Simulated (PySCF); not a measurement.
# C3H5AlCl2: the cost of one run

Programs: PySCF 2.14.0, with density-fitted response routines of our own. Each step states its level of theory. These are calculated values for one molecule in the gas phase, unless marked as measured. Atoms count from 0, in the outputs and in this text.

### Step 1. The starting structure

11 atoms, charge 0, multiplicity 1; geometry from: GFN2-xTB. The atoms were then displaced at random by about 0.01 Å, so the start is not that level's minimum.

Bonds of the start (Å): C0–C1 1.47, C1–Cl2 1.73, C1–C3 1.37, C3–Al4 1.96, Al4–Cl5 2.04, C0–H6 1.07, C0–H7 1.11, C0–H8 1.12, C3–H9 1.10, Al4–H10 1.52.

### Step 2. Geometry optimisation at PBE0-D3(BJ)/def2-SVP

The job: settings as JSON, then the geometry in Å.

```
{"job": {"xc": "PBE0", "basis": "def2-SVP", "d3": "d3bj", "grid": 1, "shake": 0.01, "kind": "geom"}, "charge": 0, "multiplicity": 1}
C     -1.959650    -0.212020     0.231990
C     -0.497750    -0.300270     0.137540
Cl     0.130200    -1.909800     0.046330
C      0.448560     0.683320     0.113900
Al     2.315740     0.117370    -0.018020
Cl     3.698930     1.613640    -0.042490
H     -2.436850    -1.169060     0.217730
H     -2.346180     0.399870    -0.616020
H     -2.264470     0.333940     1.164560
H      0.030910     1.698840     0.179460
H      2.918690    -1.281660    -0.075850
```

Started as:

```
$ OMP_NUM_THREADS=1 python probes_run.py task.json out
```

The driver reads the jobs from task.json and runs them one after another.

**Question.** How long does this first job take on 1 thread of Arm Neoverse N1, shared host, and how much memory does it need?

About 97 s, with a peak of 0.51 GiB.
